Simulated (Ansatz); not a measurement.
SrCl₂, space group Fm-3m, a calculation of the elastic constants

With the Python package of Ansatz (0.2.0).

The script reads `srcl2.xyz`:
```text
3
Lattice="0.0 3.48835 3.48835 3.48835 0.0 3.48835 3.48835 3.48835 0.0" Properties=species:S:1:pos:R:3 pbc="T T T"
Sr    0.00000000    0.00000000    0.00000000
Cl    1.74417500    1.74417500    1.74417500
Cl    5.23252500    5.23252500    5.23252500
```

The cells in order, each with its output:

In [1]:
```python
import ansatz
import numpy as np

srcl2 = ansatz.Crystal.from_extxyz("srcl2.xyz")
```

In [2]:
```python
len(srcl2.resolved().sites)
```
Out [2]:
```text
3
```

In [3]:
```python
setup = (
    srcl2.calculation()
    .mixing("anderson", preconditioner="kerker_dos")
    .scf(tolerance=1e-06, extra_bands=6)
    .functional("pbe")
    .occupations("Fixed")
    .basis(630)
    .kpoints(6, 6, 6)
)
out = setup.elastic("relaxed_ion").run()
elastic = out.elastic
```
```text
DeckWarning: elastic: scf.convergence.dr2_threshold = 1e-6 eV (typed) is looser than the 1e-10 eV advised at elastic.amplitude = 2e-3. Elastic constants divide stress differences by the amplitude, so a small SCF error in a stress becomes a large one in a constant, unseen in the output: at amplitude 2e-3 the [...]
DeckWarning: scf.convergence.dr2_threshold = 1e-6 eV is looser than this run's default, which is 1e-7 eV or tighter. The error in the forces grows as the threshold's square root, so leave the key out unless less accurate forces are enough
```

In [4]:
```python
C = np.asarray(elastic.c_gpa)
for i in range(6):
    for j in range(i, 6):
        if abs(C[i, j]) > 0.05:
            print(f"C{i + 1}{j + 1} = {C[i, j]:.1f} GPa")
print("smallest eigenvalue of C:", round(elastic.stability.min_eigenvalue_gpa, 1), "GPa; stable:", elastic.stability.stable)
if elastic.stability.min_eigenvalue_gpa > 0:
    for name, value in elastic.moduli.to_plain().items():
        print(f"{name:14s} {value:9.3f}")
```
```text
C11 = 72.6 GPa
C12 = 20.9 GPa
C13 = 20.9 GPa
C22 = 72.6 GPa
C23 = 20.9 GPa
C33 = 72.6 GPa
C44 = 9.3 GPa
C55 = 9.3 GPa
C66 = 9.3 GPa
smallest eigenvalue of C: 9.3 GPa; stable: True
k_voigt_gpa       38.136
k_reuss_gpa       38.136
k_hill_gpa        38.136
g_voigt_gpa       15.936
g_reuss_gpa       12.521
g_hill_gpa        14.228
youngs_gpa        37.964
poisson            0.334
```

Caveats:
- These settings explore the input space; cutoff and mesh may be short of convergence.
- A positive definite tensor excludes instabilities under uniform strain alone; phonons elsewhere in the zone can still be imaginary.
- The structure is a deposited one; some such entries were measured under pressure or heat, so a shift against it needn't be the functional's error alone.
- Warnings are shown shortened and without file and line.
- The constants belong to the cell that was strained; where it wasn't relaxed first it may be under stress.
- Finished in 43 s on 1 thread of AMD EPYC 7B13 (Zen 3) (shared host), peak memory 0.56 GiB.

(Lines on the test bed's own set-up are left out of the output.)
